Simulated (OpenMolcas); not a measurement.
# Ta²⁺ among point charges: CASSCF levels and susceptibility

Aim: the splitting of the states of Ta²⁺ in the field of 5 point charges, its lowest levels with spin-orbit coupling and its magnetic susceptibility.

Program: OpenMolcas 26.06. Level of theory: state-averaged CASSCF, spin-orbit coupling by RASSI with atomic mean-field integrals. These are calculated values, not measurements, unless marked.

3 further runs of the same task are left out: 1 that didn't finish, 2 set aside as unsound or not needed.

### Step 1. Starting point

| Quantity | Value |
| --- | --- |
| Species | Ta²⁺ (tantalum, Z = 73, 71 electrons) |
| Basis | ANO-RCC-VDZP [7s6p4d2f1g], 68 functions |
| Scalar Hamiltonian | DKH2, point nucleus |
| Inactive shells | 1s 2s 2p 3s 3p 3d 4s 4p 4d 4f 5s 5p |
| Active space | 3 electrons in 5 orbitals (5d) |
| Some configurations of this space | 5d³ |
| Orbitals | optimised for each spin and parity, averaged over all roots |

Outer shells as boxes (Hund's rule):

5d3
```
5d [↑ ][↑ ][↑ ][  ][  ]
```

The ion sits among 5 point charges of -2 e arranged as a trigonal bipyramid (D3h), 2.11 Å from the ion, with the axial distance 2.363 Å. The active orbitals were held to one l.

Each step is its own input file, run in one work folder so that later steps find the files of earlier ones. Labels, J, g values, rates, χT and fits are worked out afterwards by a script from the matrices that RASSI stores.

### Step 2. Basis and integrals

The input, a.inp:

```
&GATEWAY
Coord
1

Ta 0.0 0.0 0.0
Basis=ANO-RCC-VDZP
Group=NoSym
NoMove
AngMom=0.0 0.0 0.0
AMFI
XField
5 Angstrom 0
2.110000 0.000000 0.000000 -2.000000
-1.055000 1.827314 0.000000 -2.000000
-1.055000 -1.827314 0.000000 -2.000000
0.000000 0.000000 2.363200 -2.000000
0.000000 0.000000 -2.363200 -2.000000
&SEWARD
```

Run with:

```console
$ OMP_NUM_THREADS=1 MOLCAS_MEM=1689 MOLCAS_PROJECT=a pymolcas a.inp > a.log
```

### Step 3. Reference wave functions, quartets, 10 roots

The input, a.inp:

```
&RASSCF
FileOrb=start.orb
Symmetry=1
Spin=4
nActEl=3 0 0
Inactive=34
Ras2=5
CIRoot=10 10 1
SDav=10
CIMx=300
Iter=120 100
PrWF=0.3
OrbListing=Nothing
MaxOrb=0
SupSym
1
20 10 11 12 13 14 19 20 21 22 23 35 36 37 38 39 48 49 50 51 52
>>> COPY $Project.JobIph JOB001
```

start.orb holds the contracted functions of the basis, ordered by shell, or the orbitals of the step before.

### Step 4. Reference wave functions, doublets, 40 roots

The input, a.inp:

```
&RASSCF
FileOrb=start.orb
Symmetry=1
Spin=2
nActEl=3 0 0
Inactive=34
Ras2=5
CIRoot=40 40 1
SDav=40
CIMx=300
Iter=120 100
PrWF=0.3
OrbListing=Nothing
MaxOrb=0
SupSym
1
20 10 11 12 13 14 19 20 21 22 23 35 36 37 38 39 48 49 50 51 52
>>> COPY $Project.JobIph JOB002
```

### Step 5. State interaction with spin-orbit coupling

The input, a.inp:

```
&RASSI
NrOfJobIphs=2 10 40
1 2 3 4 5 6 7 8 9 10
1 2 3 4 5 6 7 8 9 10 11 12 13 14 15 16 17 18 19 20 21 22 23 24 25 26 27
28 29 30 31 32 33 34 35 36 37 38 39 40
IphNames
JOB001
JOB002
EJob
SpinOrbit
DIPRint=1.0
SOCoupling=1000.0
Subsets=2
Property=9
'ANGMOM' 1 'ANGMOM' 2 'ANGMOM' 3 'MLTPL  1' 1 'MLTPL  1' 2 'MLTPL  1' 3
'AMFI' 1 'AMFI' 2 'AMFI' 3
SOProperty=3
'ANGMOM' 1 'ANGMOM' 2 'ANGMOM' 3
```

**Question.** What will these runs give? Wanted: spin-free ground state; first state of the same spin within the active space; lowest level; next level.

As calculated:

```
                                            quantity                              value
                                              method                             CASSCF
                              spin-free ground state     4E, 2-fold in its orbital part
first state of the same spin within the active space                   4E at 12600 cm⁻¹
                                        lowest level  2-fold E1/2, g = 0.11, 0.11, 1.86
                                          next level                         928.9 cm⁻¹
                                         χT at 300 K                     0.33 cm³ K/mol
                           effective moment at 300 K                            1.63 μB
```

The spin-free ground state (4E) comes to 100 % from free-ion F terms and keeps the highest spin of the shell. χT at 300 K is 0.33, against 1.88 cm³ K/mol for the spin alone, so spin-orbit coupling lowers it. The field of point charges can differ much from that of real complexes. Point charges carry no covalency, so the field is a model and not that of real ligands.
